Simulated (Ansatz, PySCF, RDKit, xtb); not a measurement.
**CH3AgGa+: from the formula to a structure**

Task: start from the formula CH3AgGa+ (charge +1), draw up candidate structures, narrow them down in stages, and characterise the one that lies lowest at 298.15 K.

Plan: many cheap relaxations first (GFN2-xTB), then density-functional screening, relaxation at PBE0-D3(BJ)/def2-SVP, vibrations and a final energy. The numbers are computed, not measured.

6 further runs of the same task are left out: 6 set aside as unsound or not needed.

## Step 1: Candidates

All bonding patterns within simple valence rules are listed by program: one Lewis structure each, at most two rings and one unusual centre or charged pair. O–O, O–halogen and N–halogen bonds and N–N–N chains are not drawn. That gives 5 candidates.

```
label             SMILES     spin
 c383    [GaH2][CH+][Ag]  singlet
 c411  [CH2+][Ag-][GaH+]  singlet
 c436    [CH2+][GaH][Ag]  singlet
 c679    [GaH+][CH2][Ag]  singlet
 c849     [CH3][Ga+][Ag]  singlet
```

Candidates are built by distance geometry, with a force field where one applies, in up to four conformers (letters a to d). 10 starts with atoms placed at random are added, to find patterns that the rules miss.

Q: Predict the outcome of this search (final energies at CCSD(T)/def2-TZVP).

| quantity | value |
| --- | --- |
| lowest structure found | [CH3][Ga+][Ag], singlet, C3v |
| next finalist | [CH3][Ag][Ga] ‡, singlet, 20.0 kcal/mol higher in G |
| share at equilibrium, among the finalists | 100.0 % |
| harmonic wavenumbers, lowest and highest (PBE0-D3(BJ)/def2-SVP) | 99 and 3170 cm⁻¹ |
| rotational constants, same geometry | 5.182, 0.03953 cm⁻¹ |
| HOMO energy (PBE0/def2-TZVPD) | -12.08 eV |
| LUMO energy (PBE0/def2-TZVPD) | -6.93 eV |
| HOMO–LUMO gap (PBE0/def2-TZVPD) | 5.15 eV |
| lowest excitation (TD-CAM-B3LYP/def2-SVPD) | 4.20 eV (f = 0.043) |
| lowest triplet excitation, same level, Tamm-Dancoff | 3.44 eV |
| vertical ionisation energy | 14.13 eV |
| vertical recombination energy (electron added) | 5.21 eV |

The search ends on `[CH3][Ga+][Ag]`. Among the finalists first place is clear (20.0 kcal/mol); structures outside the list aren't covered. PBE0-D3(BJ)/def2-SVP, HF/def2-TZVP and MP2/def2-TZVP already put its bonding pattern lowest among the structures in one piece. Spin-orbit coupling, which matters for elements this heavy, is left out. Lowest found is not proven lowest: the search is finite, and each finalist counts with one conformer. Patterns outside the rules of the enumeration were met only by chance.

‡ marks the bonded skeleton alone, with all bonds drawn single: no Lewis structure was assigned that passes a check against the bond lengths.
